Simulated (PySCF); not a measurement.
# FeF₄ (-2): ligand-field states, part 2 of 2

PySCF 2.14.0. Atoms count from 0. Earlier steps stand in the parts before.

## 5. Ligand-field states: state-averaged CASSCF (bond length × 1.04) in water

The job: settings as JSON, then the geometry in Å.

```
{"job": {"kind": "lf", "basis": {"metal": "x2c-TZVPall", "ligand": "x2c-SVPall"}, "nevpt": true, "solvent": "water", "reuse": true}, "charge": -2, "metal": "Fe", "open_shell": "d6"}
Fe     0.000000     0.000000     0.000000
F      1.176871     1.176871     1.176871
F     -1.176871    -1.176871     1.176871
F     -1.176871     1.176871    -1.176871
F      1.176871    -1.176871    -1.176871
```

With the program's defaults for keys left out, this is: state-averaged CASSCF of the metal d shell, SC-NEVPT2 on the averaged canonical orbitals, state-interaction spin-orbit coupling.

Log:

```text
basis functions 104, electrons 64, active (6e, 5o)
start from the orbitals of the previous structure
stage 1: DIIS on the effective Fock matrix, level shift 0.30
cycle   1  E = -1668.5419128456  dE = -1.669e+03  max|g| = 1.701e+00
cycle   2  E = -1669.3412715384  dE = -7.994e-01  max|g| = 2.199e-01
cycle   3  E = -1669.3781889026  dE = -3.692e-02  max|g| = 5.712e-02
cycle   4  E = -1669.3807792268  dE = -2.590e-03  max|g| = 3.171e-02
cycle   5  E = -1669.3835040675  dE = -2.725e-03  max|g| = 2.016e-02
cycle   6  E = -1669.3845530724  dE = -1.049e-03  max|g| = 1.267e-02
cycle   7  E = -1669.3846685590  dE = -1.155e-04  max|g| = 7.860e-03
cycle   8  E = -1669.3847138522  dE = -4.529e-05  max|g| = 4.874e-03
cycle   9  E = -1669.3847437515  dE = -2.990e-05  max|g| = 2.969e-03
cycle  10  E = -1669.3847532543  dE = -9.503e-06  max|g| = 1.602e-03
...
cycle  27  E = -1669.3847580654  dE = -2.542e-10  max|g| = 2.278e-05
cycle  28  E = -1669.3847580657  dE = -2.158e-10  max|g| = 2.398e-05
cycle  29  E = -1669.3847580659  dE = -2.635e-10  max|g| = 2.118e-05
cycle  30  E = -1669.3847580662  dE = -2.640e-10  max|g| = 1.675e-05
cycle  31  E = -1669.3847580664  dE = -1.858e-10  max|g| = 1.348e-05
cycle  32  E = -1669.3847580665  dE = -1.094e-10  max|g| = 1.280e-05
cycle  33  E = -1669.3847580666  dE = -7.049e-11  max|g| = 1.198e-05
cycle  34  E = -1669.3847580666  dE = -4.502e-11  max|g| = 1.171e-05
cycle  35  E = -1669.3847580666  dE = -3.274e-11  max|g| = 1.135e-05
cycle  36  E = -1669.3847580667  dE = -4.525e-11  max|g| = 1.155e-05
cycle  37  E = -1669.3847580667  dE = -4.798e-11  max|g| = 9.156e-06
converged average energy = -1669.3847580667

 mult deg   label        CASSCF/cm-1   NEVPT2/cm-1
   5   2   5E                  0.0           0.0
   5   3   5T2              2871.0        3441.1
   3   3   3T1             20522.5       18678.9
   3   2   3E              21946.0       20856.6
   3   3   3T1             23310.7       21181.9
   3   3   3T2             23211.0       21954.5
   3   1   3A2             25481.8       22821.6
   3   3   3T1             25452.8       23856.8
   3   3   3T2             26579.7       24657.6
   3   1   3A1             27366.3       25148.7
   3   2   3E              28546.0       26624.2
   3   3   3T1             28652.8       26845.5
   3   3   3T1             29200.2       27263.2
   1   3   1T2             31438.3       29167.4
   3   3   3T2             30734.6       29217.3
   1   2   1E              31351.6       29281.6
   1   3   1T2             33385.9       31205.2
   1   1   1A2             32857.7       31285.2
   1   1   1A1             33707.6       31629.8
   1   3   1T1             33969.9       32145.4
   3   2   3E              36191.1       32629.3
   3   3   3T2             37403.8       33991.0
   1   3   1T2             35483.4       34226.2
   1   2   1E              36405.0       34329.1
   1   2   1E              42323.6       36146.7
   1   1   1A1             38842.1       36862.9
   1   3   1T1             38513.0       37243.0
   1   3   1T2             45630.5       39981.8
   1   1   1A1             43124.5       40796.4
   1   3   1T1             50853.2       45427.2
   1   3   1T2             51298.2       45941.7
   1   1   1A2             51580.0       46324.5
   3   3   3T1             59248.4       51999.7
   3   3   3T2             60354.4       53684.6
   3   1   3A2             60622.1       53878.8
   3   3   3T1             61474.1       54179.9
   1   1   1A1             66002.9       58240.5
   1   3   1T1             66854.9       59238.6
   1   2   1E              67567.2       60103.6
   1   3   1T2             69649.0       62568.0
   1   3   1T2             90570.3       79739.3
   1   2   1E              91939.3       81319.7
   1   1   1A1            117491.8      102622.7

spin-orbit levels / cm-1
      0.00  x1  5E 0.98
     18.11  x3  5E 0.98
     36.18  x2  5E 0.99
     59.31  x3  5E 0.99
     83.00  x1  5E 1.00
   3227.82  x3  5T2 0.99
   3435.04  x3  5T2 0.99
   3449.50  x2  5T2 0.99
   3719.62  x3  5T2 1.00
   3739.70  x3  5T2 0.99
   3762.34  x1  5T2 0.98
  18658.97  x1  3T1 0.99
  18709.87  x3  3T1 0.99
  18731.82  x3  3T1 0.99
  18760.17  x2  3T1 0.99
  20872.35  x3  3T1 0.58 3E 0.41
  20892.98  x2  3T1 0.99
  20906.82  x3  3E 0.99
  20922.84  x3  3E 0.58 3T1 0.41
  21629.47  x3  3T1 0.98
  21848.85  x1  3T2 1.00
  21917.84  x3  3T2 0.98
  21957.81  x1  3T1 0.97
  22025.29  x2  3T2 0.97
  22118.41  x3  3T2 0.99
  22856.64  x3  3A2 0.97
```

Run time: 6.7 s. Hardware: 1 thread of Arm Neoverse V1, shared host; peak memory 0.27 GiB.

From this job:

| quantity | value |
| --- | --- |
| spin-orbit constant ζ | 402 cm⁻¹ |

Powder susceptibility:

| T (K) | χT (cm³ K/mol) | μ(eff) |
| --- | --- | --- |
| 2 | 0.562 | 2.12 |
| 20 | 3.047 | 4.94 |
| 100 | 3.406 | 5.22 |
| 300 | 3.446 | 5.25 |

## 6. Ligand-field states: state-averaged CASSCF (bond length × 1.08) in water

The job: settings as JSON, then the geometry in Å.

```
{"job": {"kind": "lf", "basis": {"metal": "x2c-TZVPall", "ligand": "x2c-SVPall"}, "nevpt": true, "solvent": "water", "reuse": true}, "charge": -2, "metal": "Fe", "open_shell": "d6"}
Fe     0.000000     0.000000     0.000000
F      1.222135     1.222135     1.222135
F     -1.222135    -1.222135     1.222135
F     -1.222135     1.222135    -1.222135
F      1.222135    -1.222135    -1.222135
```

Level: state-averaged CASSCF of the metal d shell, SC-NEVPT2 on the averaged canonical orbitals, state-interaction spin-orbit coupling.

Log:

```text
basis functions 104, electrons 64, active (6e, 5o)
start from the orbitals of the previous structure
stage 1: DIIS on the effective Fock matrix, level shift 0.30
cycle   1  E = -1669.2430776865  dE = -1.669e+03  max|g| = 5.219e-01
cycle   2  E = -1669.3619582537  dE = -1.189e-01  max|g| = 7.978e-02
cycle   3  E = -1669.3685705308  dE = -6.612e-03  max|g| = 2.776e-02
cycle   4  E = -1669.3686010835  dE = -3.055e-05  max|g| = 1.960e-02
cycle   5  E = -1669.3690328056  dE = -4.317e-04  max|g| = 1.794e-02
cycle   6  E = -1669.3699328092  dE = -9.000e-04  max|g| = 6.648e-03
cycle   7  E = -1669.3700069945  dE = -7.419e-05  max|g| = 4.179e-03
cycle   8  E = -1669.3700193716  dE = -1.238e-05  max|g| = 2.601e-03
cycle   9  E = -1669.3700236984  dE = -4.327e-06  max|g| = 2.038e-03
cycle  10  E = -1669.3700257069  dE = -2.008e-06  max|g| = 1.663e-03
...
cycle  34  E = -1669.3700352311  dE = -1.098e-07  max|g| = 3.587e-04
cycle  35  E = -1669.3700353867  dE = -1.556e-07  max|g| = 2.471e-04
cycle  36  E = -1669.3700354252  dE = -3.849e-08  max|g| = 2.101e-04
cycle  37  E = -1669.3700354324  dE = -7.185e-09  max|g| = 1.867e-04
cycle  38  E = -1669.3700354388  dE = -6.411e-09  max|g| = 1.951e-04
cycle  39  E = -1669.3700354396  dE = -8.411e-10  max|g| = 2.200e-04
cycle  40  E = -1669.3700354457  dE = -6.063e-09  max|g| = 2.085e-04
stage 2: quasi-Newton rotations from the point of smallest gradient
cycle  42  E = -1669.3700354996  dE = -6.719e-08  max|g| = 9.240e-05
cycle  43  E = -1669.3700355039  dE = -4.353e-09  max|g| = 7.113e-05
cycle  44  E = -1669.3700355055  dE = -1.568e-09  max|g| = 3.104e-06
converged average energy = -1669.3700355055

 mult deg   label        CASSCF/cm-1   NEVPT2/cm-1
   5   2   5E                  0.0           0.0
   5   3   5T2              2395.8        2928.5
   3   3   3T1             20909.6       19220.6
   3   2   3E              21982.0       20917.5
   3   3   3T1             23325.6       21457.3
   3   3   3T2             23134.9       22008.6
   3   1   3A2             25453.3       22809.6
   3   3   3T1             25171.3       23229.8
   3   3   3T2             26320.6       24255.3
   3   1   3A1             27450.5       25272.4
   3   3   3T1             28197.3       26386.1
   3   2   3E              28469.9       26561.1
   3   3   3T1             28711.0       26685.2
   3   3   3T2             30249.4       28712.9
   1   3   1T2             31814.1       29698.9
   1   2   1E              31713.3       29753.0
   1   1   1A2             32896.8       31359.2
   1   3   1T2             33529.4       31384.9
   1   1   1A1             33764.4       31816.7
   1   3   1T1             33941.6       32191.4
   3   2   3E              36176.7       32614.3
   1   3   1T2             35151.9       33805.2
   3   3   3T2             37220.9       33820.9
   1   2   1E              36140.8       34052.2
   1   2   1E              42556.8       36347.6
   1   3   1T1             37810.0       36441.4
   1   1   1A1             38326.5       36513.9
   1   3   1T2             45300.8       39610.9
   1   1   1A1             42441.4       39780.5
   1   3   1T1             50831.6       45418.1
   1   3   1T2             51197.9       45854.9
   1   1   1A2             51455.2       46200.0
   3   3   3T1             59415.1       52265.2
   3   3   3T2             60277.0       53628.1
   3   1   3A2             60540.1       53849.7
   3   3   3T1             61313.3       54013.1
   1   1   1A1             66307.0       58596.5
   1   3   1T1             67025.8       59465.4
   1   2   1E              67611.9       60189.9
   1   3   1T2             69321.1       62248.2
   1   3   1T2             90807.3       80085.8
   1   2   1E              91972.2       81451.8
   1   1   1A1            117752.9      103037.6

spin-orbit levels / cm-1
      0.00  x1  5E 0.98
     19.91  x3  5E 0.98
     39.83  x2  5E 0.98
     66.11  x3  5E 0.99
     93.27  x1  5E 1.00
   2725.17  x3  5T2 0.99
   2934.92  x3  5T2 0.99
   2953.32  x2  5T2 0.98
   3221.14  x3  5T2 1.00
   3245.89  x3  5T2 0.99
   3273.20  x1  5T2 0.98
  19181.87  x1  3T1 0.99
  19243.53  x3  3T1 0.99
  19298.16  x3  3T1 0.98
  19330.05  x2  3T1 0.99
  20970.79  x3  3E 0.98
  20977.00  x3  3E 0.99
  21194.91  x2  3T1 0.98
  21197.28  x3  3T1 0.98
  21852.58  x3  3T1 0.96
  21908.10  x1  3T2 1.00
  21979.05  x3  3T2 0.98
  22078.46  x2  3T2 0.95 3T1 0.03
  22127.99  x1  3T1 0.94 3T1 0.05
  22178.43  x3  3T2 0.98
  22844.43  x3  3A2 0.96
```

It took 7.1 s on 1 thread of Arm Neoverse V1, shared host; peak memory 0.27 GiB.

In short:

| quantity | value |
| --- | --- |
| spin-orbit constant ζ | 404 cm⁻¹ |

Powder susceptibility:

| T (K) | χT (cm³ K/mol) | μ(eff) |
| --- | --- | --- |
| 2 | 0.527 | 2.05 |
| 20 | 3.065 | 4.95 |
| 100 | 3.484 | 5.28 |
| 300 | 3.528 | 5.31 |

## 7. Ligand field across the series

From the NEVPT2 states (cm⁻¹; the spread is that of the fitted one-electron ligand-field levels):

| step | setting | ground state | next state | orbital spread | Racah B | ζ | μ(eff), 300 K |
| --- | --- | --- | --- | --- | --- | --- | --- |
| 2 | as given | 5E | 5T2 at 4065 | 3708 | 950 | 400 | 5.19 |
| 3 | bond length × 0.92 | 5E | 5T2 at 5755 | 5410 | 926 | 392 | 5.10 |
| 4 | bond length × 0.96 | 5E | 5T2 at 4823 | 4472 | 939 | 397 | 5.14 |
| 5 | bond length × 1.04 | 5E | 5T2 at 3441 | 3084 | 960 | 402 | 5.25 |
| 6 | bond length × 1.08 | 5E | 5T2 at 2928 | 2579 | 968 | 404 | 5.31 |

## 8. Summary of results

The summary covers parts 1 to 2.

```
                                                         quantity       value
   spin-orbit constant ζ (step 2, state-averaged CASSCF in water)    400 cm⁻¹
ground multiplicity, μ(eff) at 300 K (step 2, 4 donors at 1.96 Å)  5, 5.19 μB
ground multiplicity, μ(eff) at 300 K (step 3, 4 donors at 1.80 Å)  5, 5.10 μB
ground multiplicity, μ(eff) at 300 K (step 4, 4 donors at 1.88 Å)  5, 5.14 μB
ground multiplicity, μ(eff) at 300 K (step 5, 4 donors at 2.04 Å)  5, 5.25 μB
ground multiplicity, μ(eff) at 300 K (step 6, 4 donors at 2.12 Å)  5, 5.31 μB
```

In step 2, χT goes from 0.60 at 2 K to 3.37 cm³ K/mol at 300 K, as higher levels fill or mix in. The spread of the ligand-field levels runs from 2579 cm⁻¹ (bond length × 1.08) to 5410 cm⁻¹ (bond length × 0.92); μ(eff) at 300 K: 5.10 to 5.31 μB.
